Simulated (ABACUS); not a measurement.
The system is HfIn4SiO6.

```
Hf In Si O
1.0
     5.27743    0.00000    0.00000
    -2.63872    4.57039    0.00000
     0.00000    0.00000   10.55905
Hf In Si O
1 4 1 6
Cartesian
  2.6387 1.5234 0.0000
  0.0000 0.0000 3.2148
  0.0000 0.0000 7.3442
  0.0000 3.0469 8.3331
  0.0000 3.0469 2.2260
  0.0000 0.0000 0.0000
  3.2747 3.2219 9.5002
  1.4858 0.1234 1.0589
  0.8498 1.2250 9.5002
  2.0027 3.2219 1.0589
  3.7916 0.1234 9.5002
  4.4277 1.2250 1.0589
```

The cell was built by a generator and needn't be a form met in nature.

Base run:

* Program: ABACUS 3.10.1
* Functional: PBE
* Potentials or basis: SG15 ONCV 1.2 PBE
* Cutoff: 1143 eV
* Density cutoff: 4572 eV
* Basis: plane waves
* k mesh: 4 × 4 × 2
* Occupations: fermi-dirac, width 0.05 eV
* Spin: no spin polarisation

Its results: band gap on the k mesh 0.34 eV, indirect (least direct gap 1.69 eV); pressure 0.1 GPa; largest force 0.049 eV/Å.

**Question.** The run is repeated on the same cell with these changes: functional from PBE to PBEsol; potentials or basis from SG15 ONCV 1.2 PBE to PseudoDojo NC SR 0.5 PBE standard; valence electrons from 118 to 104. What comes out?

**Answer.** Band gap on the k mesh 0.34 eV, indirect (least direct gap 1.66 eV); pressure -3.0 GPa; largest force 0.300 eV/Å.

Caveats: spin-orbit coupling is left out, which moves the levels of the heavy elements; there are fewer bands than atomic start orbitals, so a level may be missed at k points of high symmetry (some runs); the potentials were made for another functional, which shifts forces and pressure (some runs).

A k mesh can miss the band edges.

Not every run made on this cell is shown here.
